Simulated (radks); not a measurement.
# Spin polarisation of the 5d shell in Lu

An exercise on one series of results from a longer session: the logs are not shown, and one member is left open.

The numbers are computed with radks (a radial shooting solver on a logarithmic mesh, Libxc functionals) version 1 (scalar-relativistic Kohn-Sham, PBE, spin-polarised, spherical densities, point nucleus), except any that are marked as measured or tabulated.

### What is computed

```
element       : lutetium (Z = 71)
charge        : 0
electrons     : 71
configuration : [Xe] 4f14 5d(up 0.5, down 0.5) 6s2
```

A shell typed twice in an input gives spin up, then spin down.

Set-up of the first run:

Settings of this run:

```text
Z 71
configuration [Xe] 4f14 5d0.5 5d0.5 6s2
relativity scalar-relativistic
functional pbe,pbe
spin polarised
nucleus point
c 137.035999084
```

Among the steps run: No moment.

One table of the session follows, with a row left open; its other results are not shown here.

It belongs to the step «No moment». Sizes of the orbitals, from the radial functions (bohr):

```
level     <r>  outermost maximum (interpolated)  90 % within  nodes
   4s  0.4779                             0.446        0.686      3
   4p  0.5078                             0.467        0.739      2
   4d  0.5475                             0.481        0.823      1
   5s   1.171                              1.04         1.69      4
   5p   1.395                              1.20         2.06      3
   4f  0.7246                             0.469         1.25      0
   6s       ?                                 ?            ?      ?
   5d   2.930                              1.84         5.00      2
```

Q: Estimate the row for 6s from the others.

As computed: <r>: 3.644; outermost maximum (interpolated): 3.06; 90 % within: 5.42; nodes: 5. In the column «<r>» it is the highest.
